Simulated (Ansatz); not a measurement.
**CCSD(T)/6-31G(d) (density fitting with def2-universal-jkfit, def2-SVP-rifit for correlation, spherical functions) run of CH3AlF2S (SMILES C[S][Al]([F])[F])**

Aim: the vertical ionisation energy of CH3AlF2S at CCSD(T)/6-31G* (density fitting with def2-universal-jkfit, def2-SVP-rifit for correlation, spherical functions), from 2 runs. 

The results are computed with Ansatz 0.2.0.

4 further runs of the same task are left out: 4 set aside as unsound or not needed.

## Step 1: Starting point

CH3AlF2S: 8 atoms, total charge 0, spin state singlet. As SMILES, `C[S][Al]([F])[F]`. Geometry: relaxed at PBE0-D4/def2-TZVP.

Bond lengths: C1–S2 1.828 Å, S2–Al3 2.143 Å, Al3–F4 1.637 Å, Al3–F5 1.642 Å, C1–H6 1.089 Å, C1–H7 1.089 Å, C1–H8 1.088 Å. Angles: C1–S2–Al3 100.8°, S2–Al3–F4 120.9°, S2–Al3–F5 120.3°, F4–Al3–F5 118.8°, S2–C1–H6 108.4°, S2–C1–H7 108.1°, S2–C1–H8 112.1°, H6–C1–H7 109.5°, H6–C1–H8 109.4°, H7–C1–H8 109.3°.

## Step 2: Energy and forces at CCSD(T)/6-31G(d) (density fitting with def2-universal-jkfit, def2-SVP-rifit for correlation, spherical functions)

The input, input.yaml:

```yaml
crystal:
  periodic: [false, false, false]
  atoms:
    - {symbol: C, position_ang: [-0.685200, -0.191000, 1.173500]}
    - {symbol: S, position_ang: [0.485100, -1.211200, 0.207700]}
    - {symbol: Al, position_ang: [0.908100, 0.103300, -1.431700]}
    - {symbol: F, position_ang: [1.930400, -0.347100, -2.628200]}
    - {symbol: F, position_ang: [0.210100, 1.587700, -1.506300]}
    - {symbol: H, position_ang: [-1.638200, -0.714900, 1.221000]}
    - {symbol: H, position_ang: [-0.283000, -0.075000, 2.178400]}
    - {symbol: H, position_ang: [-0.835000, 0.791100, 0.729900]}
basis:
  gaussian:
    orbitals: 6-31G_st_-spherical.json
    fitting: {mean_field: def2-universal-jkfit, correlation: def2-SVP-rifit.json}
total_charge: 0
correlation:
  method: ccsd_t
output: {forces: true, orbitals: {seedname: orbitals}}
```

The basis set 6-31G* is read from a file made from the Basis Set Exchange's data (not shown).

The run is started by

```sh
$ ansatz run input.yaml --threads 1 --pin off --max-ram 2610MiB --events-out events.jsonl --progress --plain --runs-dir runs
```

What it wrote, cut to the lines that bear on the results:

```text
Warning: RAYON_NUM_THREADS=1 ignored (pool sized by the plan → 1); use --threads N
Functional definition: HF
  name "HF"
[...]
539 factors; integrals over basis functions are off by at most 7.2e-2 eV
310 factors; integrals over basis functions are off by at most 1.0e1 eV
[...]
mean field -23894.37931863 eV, -878.1022437678 hartree, gradient 6.1e-7 eV, S^2 0.000000; 0 other end points of the search recorded, 0 dependent functions left out
13 core orbitals not correlated: weight in the atoms' cores, before any rotation towards them, 1.000 or more for the frozen orbitals, at most 0.000 for the correlated occupied ones
reference -23894.37931863 eV, -878.1022437678 hartree; 15, 15 occupied and 56, 56 virtual orbitals, 310 factors
second order -17.61492646 eV of doubles, -0.00000000 eV of singles
cycle   1  -17.93199697 eV  change   -3.2e-1 eV  update   1.0e-1
[...]
cycle  10  -18.46496775 eV  change   -5.9e-6 eV  update   5.8e-6
perturbative correction -0.40907660 eV, -0.0150332877 hartree
[...]
Total energy: -23913.25336299 eV, -878.7958521045 hartree
Atom 0 at    -0.685200    -0.191000     1.173500 Å, force    -0.070767     0.067099     0.058513 eV/Å
Atom 1 at     0.485100    -1.211200     0.207700 Å, force     0.254383    -0.315084    -0.138753 eV/Å
Atom 2 at     0.908100     0.103300    -1.431700 Å, force    -0.076717    -0.268138     0.316907 eV/Å
Atom 3 at     1.930400    -0.347100    -2.628200 Å, force     0.338278    -0.139059    -0.403227 eV/Å
Atom 4 at     0.210100     1.587700    -1.506300 Å, force    -0.232411     0.469683    -0.004710 eV/Å
Atom 5 at    -1.638200    -0.714900     1.221000 Å, force    -0.181485    -0.047349     0.040556 eV/Å
Atom 6 at    -0.283000    -0.075000     2.178400 Å, force     0.020866     0.048792     0.183020 eV/Å
Atom 7 at    -0.835000     0.791100     0.729900 Å, force    -0.052147     0.184057    -0.052307 eV/Å
Dipole moment:    -0.264059     0.081210     0.330503 e Å
```

Run time: 20 s. Hardware: 1 thread of Intel Xeon Platinum 8488C (Sapphire Rapids), shared host; peak memory 0.26 GiB.

## Step 3: The doublet cation, same level

input.yaml, as its differences from that of step 2:

```diff
@@ -15,5 +15,8 @@
     fitting: {mean_field: def2-universal-jkfit, correlation: def2-SVP-rifit.json}
-total_charge: 0
+magnetization:
+  spin_polarized: false
+  initial_magnetization: 1
+total_charge: 1
+output: {forces: true, orbitals: {seedname: orbitals}}
 correlation:
   method: ccsd_t
-output: {forces: true, orbitals: {seedname: orbitals}}
```

The basis set 6-31G* is read from a file made from the Basis Set Exchange's data (not shown).

The run is started by

```sh
$ ansatz run input.yaml --threads 1 --pin off --max-ram 2610MiB --events-out events.jsonl --progress --plain --runs-dir runs
```

What it wrote, cut to the lines that bear on the results:

```text
Warning: RAYON_NUM_THREADS=1 ignored (pool sized by the plan → 1); use --threads N
[... 2 set-up lines as earlier in the session ...]
[...]
539 factors; integrals over basis functions are off by at most 7.2e-2 eV
310 factors; integrals over basis functions are off by at most 1.0e1 eV
[...]
mean field -23885.30253812 eV, -877.7686782363 hartree, gradient 1.6e-6 eV, S^2 0.750000; 3 other end points of the search recorded, 0 dependent functions left out
determinant -23885.30253812 eV, -877.7686782363 hartree, with singles and doubles -23903.31801499 eV, -878.4307347999 hartree
determinant -23883.81547826 eV, -877.7140297945 hartree, with singles and doubles -23901.90640590 eV, -878.3788591229 hartree
13 core orbitals not correlated: weight in the atoms' cores, before any rotation towards them, 1.000 or more for the frozen orbitals, at most 0.000 for the correlated occupied ones
[...]
cycle   1  -18.01526990 eV  change    2.1e-4 eV  update   1.5e-3
[...]
cycle  11  -18.01517188 eV  change   -9.4e-7 eV  update   4.7e-7
perturbative correction -0.39715558 eV, -0.0145951983 hartree
[...]
Total energy: -23903.71486558 eV, -878.4453187900 hartree
Atom 0 at    -0.685200    -0.191000     1.173500 Å, force     0.170355     0.430646    -0.416084 eV/Å
Atom 1 at     0.485100    -1.211200     0.207700 Å, force    -0.648872    -1.383738     2.003325 eV/Å
Atom 2 at     0.908100     0.103300    -1.431700 Å, force     0.814661     2.127379    -2.848641 eV/Å
Atom 3 at     1.930400    -0.347100    -2.628200 Å, force    -0.086125    -0.385640     0.420750 eV/Å
Atom 4 at     0.210100     1.587700    -1.506300 Å, force    -0.194273    -0.342060     0.554929 eV/Å
Atom 5 at    -1.638200    -0.714900     1.221000 Å, force    -0.235432    -0.399706     0.082159 eV/Å
Atom 6 at    -0.283000    -0.075000     2.178400 Å, force     0.164088    -0.209891     0.371101 eV/Å
Atom 7 at    -0.835000     0.791100     0.729900 Å, force     0.015599     0.163010    -0.167540 eV/Å
Dipole moment:    -0.494149    -0.522288     1.131799 e Å
```

Run time: 97 s. Hardware: 1 thread of Intel Xeon Platinum 8488C (Sapphire Rapids), shared host; peak memory 0.63 GiB.

## Step 4: What came out

At CCSD(T)/6-31G* (density fitting with def2-universal-jkfit, def2-SVP-rifit for correlation, spherical functions), 13 core orbitals frozen:

| quantity | value |
| --- | --- |
| singlet CH3AlF2S: total energy | -878.79585 Eh |
| singlet CH3AlF2S: dipole moment (correlated density) | 2.07 D |
| singlet CH3AlF2S: HOMO energy (Hartree–Fock orbitals) | -10.31 eV |
| singlet CH3AlF2S: LUMO energy (Hartree–Fock orbitals) | 2.21 eV |
| singlet CH3AlF2S: HOMO–LUMO gap (Hartree–Fock orbitals) | 12.52 eV |
| singlet CH3AlF2S: correlation energy (13 core orbitals frozen) | -693.6 mEh |
| singlet CH3AlF2S: (T) correction | -15.03 mEh |
| singlet CH3AlF2S: T1 diagnostic | 0.013 |
| singlet CH3AlF2S: largest force on an atom | 0.544 eV/Å |
| doublet cation: total energy | -878.44532 Eh |
| doublet cation: correlation energy (13 core orbitals frozen) | -676.6 mEh |
| doublet cation: (T) correction | -14.60 mEh |
| doublet cation: ⟨S²⟩ of the reference determinant | 0.750 |
| doublet cation: T1 diagnostic | 0.018 |
| doublet cation: largest force on an atom | 3.647 eV/Å |
| vertical ionisation energy (to the doublet cation) | 9.538 eV |

The vertical ionisation energy comes to 9.54 eV (220 kcal/mol). The largest force (singlet CH3AlF2S) is 0.54 eV/Å: the shape isn't a stationary point for this species at this level. The triples (singlet CH3AlF2S) make up 2.2 % of the correlation energy. The triples (doublet cation) make up 2.2 % of the correlation energy.
